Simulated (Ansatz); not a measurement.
The system is Ta4NiO11.

```xyz
16
Lattice="1.9549 -14.8297 0.0000 1.9549 14.8297 0.0000 0.0000 0.0000 3.8859" Properties=species:S:1:pos:R:3 pbc="T T T"
Ta    1.9549    8.7682    0.0000
Ta    1.9549  -12.5907    0.0000
Ta    1.9549   12.5907    0.0000
Ta    1.9549   -8.7682    0.0000
Ni    1.9549    0.0000    0.0000
O     1.9549   10.6813    0.0000
O     1.9549   -6.5568    0.0000
O     1.9549    1.8849    0.0000
O     1.9549   -1.8849    0.0000
O     0.0000    0.0000    0.0000
O     1.9549  -10.6813    0.0000
O     1.9549    6.5568    0.0000
O     1.9549  -12.6913    1.9429
O     1.9549   12.6913    1.9429
O     1.9549   -8.7306    1.9429
O     1.9549    8.7306    1.9429
```

The cell was built by a generator and needn't be a form met in nature.

- Program: Ansatz 0.2.0
- Task: relaxation of cell and atoms
- Functional: r2SCAN
- Potentials or basis: Ansatz PAW
- Cutoff: 500 eV (not typed: the program's choice for these potentials)
- k mesh: 5 × 5 × 5
- Occupations: fermi-dirac, width 0.05 eV
- Spin: collinear spin, ferromagnetic start
- Starting moments: [0.0, 0.0, 0.0, 0.0, 1.0, 0.0, 0.0, 0.0, 0.0, 0.0, 0.0, 0.0, 0.0, 0.0, 0.0, 0.0] μB

At the start: volume 14.08 Å³/atom.

Problem. Where does the relaxation end?

Solution. It ends after 6 steps and the volume is 13.79 Å³/atom (-2.1 %); space group Cmmm (No. 65, to 0.05 Å); moment 1.20 μB per cell.

The path:
```csv
step,energy change (eV),largest force (eV/Å),volume (Å³)
1,0.0000,0.2606,225.32
2,-0.0738,0.0928,220.09
3,-0.0770,0.0816,220.64
4,-0.0781,0.0157,220.72
5,-0.0782,0.0059,220.66
6,-0.0755,0.0059,220.66
```

Final structure:
```xyz
16
Lattice="1.9408 -14.7469 0.0000 1.9408 14.7469 0.0000 0.0000 0.0000 3.8549" Properties=species:S:1:pos:R:3 pbc="T T T"
Ta    1.9408    8.7141    0.0000
Ta    1.9408  -12.5094    0.0000
Ta    1.9408   12.5094    0.0000
Ta    1.9408   -8.7141    0.0000
Ni    1.9408    0.0000    0.0000
O     1.9408   10.6139    0.0000
O     1.9408   -6.5236    0.0000
O     1.9408    1.8966    0.0000
O     1.9408   -1.8966    0.0000
O     0.0000    0.0000    0.0000
O     1.9408  -10.6139    0.0000
O     1.9408    6.5236    0.0000
O     1.9408  -12.6444    1.9275
O     1.9408   12.6444    1.9275
O     1.9408   -8.6616    1.9275
O     1.9408    8.6616    1.9275
```

Caveat: the magnetic or orbital state may not be the lowest; the plane-wave basis is chosen anew once the cell has moved, so the energies of steps on either side of that aren't comparable; a cell with one magnetic atom can't hold antiferromagnetic order, which such compounds often take; the PAW data sets come from PBE, with cores solved anew for the run's functional, which leaves a small shift of forces and pressure.
